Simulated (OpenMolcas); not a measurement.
**C2H8GaN (SMILES [CH3][Ga]([CH3])[NH2]) at UB3LYP/ANO-RCC-VDZP (DKH2, RICD fitting, scramble 0.25)**

Wanted: an energy scan of C2H8GaN. 

Program for the calculation: OpenMolcas 26.06.

4 further runs of the same task are left out: 4 set aside as unsound or not needed.

## 1. The structure to begin with

C2H8GaN has 12 atoms, charge 0, and is taken as a singlet. As SMILES, `[CH3][Ga]([CH3])[NH2]`. The shape is that of a PBE0-D4/def2-TZVP optimisation.

Bond lengths: C1–Ga2 1.967 Å, Ga2–C3 1.967 Å, Ga2–N4 1.824 Å, C1–H5 1.091 Å, C1–H6 1.093 Å, C1–H7 1.093 Å, C3–H8 1.093 Å, C3–H9 1.091 Å, C3–H10 1.093 Å, N4–H11 1.006 Å, N4–H12 1.006 Å. Some angles: C1–Ga2–C3 126.1°, C1–Ga2–N4 117.0°, C3–Ga2–N4 117.0°, Ga2–C1–H5 111.8°, Ga2–C1–H6 110.6°, Ga2–C1–H7 110.6°, Ga2–C3–H8 110.6°, Ga2–C3–H9 111.7°, Ga2–C3–H10 110.6°, Ga2–N4–H11 124.2°.

## 2. An energy scan at UB3LYP/ANO-RCC-VDZP (DKH2, RICD fitting, scramble 0.25)

point1.xyz reads:

```xyz
12
R = 5.9
C     -1.332223     5.581206    -1.045319
Ga    -0.078800    -0.097900    -0.052000
C      1.442300    -0.783000     0.989400
N     -1.206800    -1.333200    -0.779100
H     -2.225523     5.696406    -1.661219
H     -1.494923     6.109406    -0.102319
H     -0.499523     6.076206    -1.551419
H      1.414300    -0.397200     2.011600
H      1.443400    -1.873300     1.034100
H      2.387700    -0.456700     0.548400
H     -2.017200    -1.104900    -1.329400
H     -1.098200    -2.328000    -0.677500
```

run.input reads:

```
&GATEWAY
  COORD=point1.xyz
  BASIS=ANO-RCC-VDZP
  GROUP=NoSym
  RICD

&SEWARD

&SCF
  UHF
  KSDFT=B3LYP
  SCRAMBLE=0.25
  PRORBITALS=0
>>> ForEach K in (1, 2, 3, 4, 5, 6, 7, 8, 9)

&GATEWAY
  COORD=$CurrDir/point$K.xyz
  BASIS=ANO-RCC-VDZP
  GROUP=NoSym
  RICD

&SEWARD

&SCF
  UHF
  KSDFT=B3LYP
  PRORBITALS=0
  FILEORB=$Project.UhfOrb
>>> EndDo
```

Launch:

```
$ export MOLCAS_MEM=1860
$ pymolcas run.input > run.log
```

Log:

```text
--- Start Module: gateway ---
[...]
--- Stop Module: gateway /rc=_RC_ALL_IS_WELL_ ---
[...]
      Basis functions          109
[...]
       Convergence after  48 Iterations
[...]
::    Total KS-DFT energy                           -2079.6593284598
[...]
--- Start Module: seward ---
[...]
--- Stop Module: seward /rc=_RC_ALL_IS_WELL_ ---
[...]
--- Start Module: scf ---
[...]
       Convergence after   9 Iterations
[...]
::    Total KS-DFT energy                           -2079.7773147665
[...]
      Total spin, S                                    -0.0000000000
[...]
      Total electronic charge=   58.000000
      Total            charge=   -0.000000
[...]
      Dipole Moment (debye):
      Origin of the operator (angstrom)=   -0.0864   -0.1370   -0.0562
                   X= -3.1735E-01               Y=  2.2449E-01               Z= -2.1476E-01           Total=  4.4410E-01
      Quadrupole Moment (debye*angstrom):
[...]
--- Stop Module: scf /rc=_RC_ALL_IS_WELL_ ---
[...]
```

Wall time 7.5 min (1 thread of Intel Xeon Platinum 8259CL at 2.50GHz (Skylake/Cascade Lake), shared host); peak memory 0.24 GiB.

The scan, from its lowest point:

| Ga2–C1 (Å) | energy (kJ/mol) |
| --- | --- |
| 5.900 | 348.1 |
| 4.720 | 345.1 |
| 3.933 | 330.5 |
| 3.343 | 285.5 |
| 2.852 | 186.9 |
| 2.458 | 86.8 |
| 2.163 | 19.3 |
| 1.967 | 0.0 |
| 1.770 | 38.3 |

## 3. Summary of results

Level: UB3LYP/ANO-RCC-VDZP (DKH2, RICD fitting, scramble 0.25).

```
                 quantity           value
lowest energy of the scan  -2079.79190 Eh
```
